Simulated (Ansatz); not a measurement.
**H6NNaSi2: small, medium and large basis sets**

An exercise on one series of results from a longer session: the logs are not shown, and one member is left open.

Program: Ansatz 0.2.0, Gaussian basis. Level of theory: one geometry, several basis sets. These are calculated values, not measurements.

The runs, in order: PBE0-D4/def2-SVP; ωB97M-V/def2-SVP; PBE0-D4/def2-QZVPP; ωB97M-V/def2-QZVPP; the functionals' def2-TZVPP values are taken from earlier runs.

## The relaxed structure

An earlier PBE0-D4 in a triple-zeta def2 set relaxation fixed the geometry.

10 atoms, charge 0, spin multiplicity 1.

Atoms are counted from 1 here; the program's logs count them from 0.

Bond lengths: Na1–N2 2.152 Å, Na1–Si4 2.939 Å, N2–Si3 1.680 Å, N2–Si4 1.671 Å, Si3–H5 1.504 Å, Si3–H6 1.500 Å, Si3–H7 1.500 Å, Si4–H8 1.530 Å, Si4–H9 1.499 Å, Si4–H10 1.499 Å. Angles: N2–Na1–Si4 34.1°, Na1–N2–Si3 127.0°, Na1–N2–Si4 99.7°, Si3–N2–Si4 133.3°, N2–Si3–H5 109.6°, N2–Si3–H6 115.2°, N2–Si3–H7 115.2°, H5–Si3–H6 105.4°, H5–Si3–H7 105.4°, H6–Si3–H7 105.4°, Na1–Si4–N2 46.2°, Na1–Si4–H8 59.8°, Na1–Si4–H9 126.9°, Na1–Si4–H10 126.8°, N2–Si4–H8 106.0°, N2–Si4–H9 117.6°, N2–Si4–H10 117.6°, H8–Si4–H9 104.1° and more.

As a file:

```xyz
10
charge 0, multiplicity 1
Na   -2.1754   -1.0109   -0.8654
N    -0.3501   -0.0682   -0.2254
Si    0.3304    1.3390   -0.8420
Si    0.1050   -1.1270    0.9845
H    -0.5383    1.8769   -1.9461
H     0.4672    2.4644    0.1403
H     1.6914    1.1755   -1.4510
H    -0.9777   -2.2066    1.0281
H     0.1526   -0.6002    2.3865
H     1.3781   -1.8939    0.7935
```

Set-up of the first run:

in.yaml reads:

```yaml
crystal:
  periodic: [false, false, false]
  atoms:
    - {symbol: Na, position_ang: [-2.175389, -1.010892, -0.865430]}
    - {symbol: N, position_ang: [-0.350080, -0.068234, -0.225436]}
    - {symbol: Si, position_ang: [0.330370, 1.339018, -0.841979]}
    - {symbol: Si, position_ang: [0.104959, -1.127035, 0.984473]}
    - {symbol: H, position_ang: [-0.538334, 1.876931, -1.946097]}
    - {symbol: H, position_ang: [0.467227, 2.464444, 0.140262]}
    - {symbol: H, position_ang: [1.691435, 1.175469, -1.450956]}
    - {symbol: H, position_ang: [-0.977726, -2.206597, 1.028089]}
    - {symbol: H, position_ang: [0.152607, -0.600212, 2.386506]}
    - {symbol: H, position_ang: [1.378130, -1.893892, 0.793470]}
basis:
  gaussian: {orbitals: def2-SVP}
hamiltonian: {xc: pbe0, dispersion: d4}
output: {orbitals: {seedname: orbitals}}
```

Among the steps run: PBE0-D4 in def2-SVP; ωB97M-V in def2-SVP; PBE0-D4 in def2-QZVPP; ωB97M-V in def2-QZVPP.

One table of the session follows, with a row left open; its other results are not shown here.

It belongs to the step «Functionals by basis». 

```
functional       basis  HOMO (eV)  LUMO (eV)
   PBE0-D4    def2-SVP      -5.79      -1.61
   PBE0-D4  def2-TZVPP          ?          ?
   PBE0-D4  def2-QZVPP      -5.97      -1.64
   ωB97M-V    def2-SVP      -8.00      -1.01
   ωB97M-V  def2-TZVPP      -8.20      -1.05
   ωB97M-V  def2-QZVPP      -8.23      -1.05
```

Estimate the missing values for PBE0-D4, def2-TZVPP.

**Answer.** HOMO (eV): -5.95; LUMO (eV): -1.64. In the column «HOMO (eV)» it lies between PBE0-D4, def2-QZVPP (-5.97) and PBE0-D4, def2-SVP (-5.79).
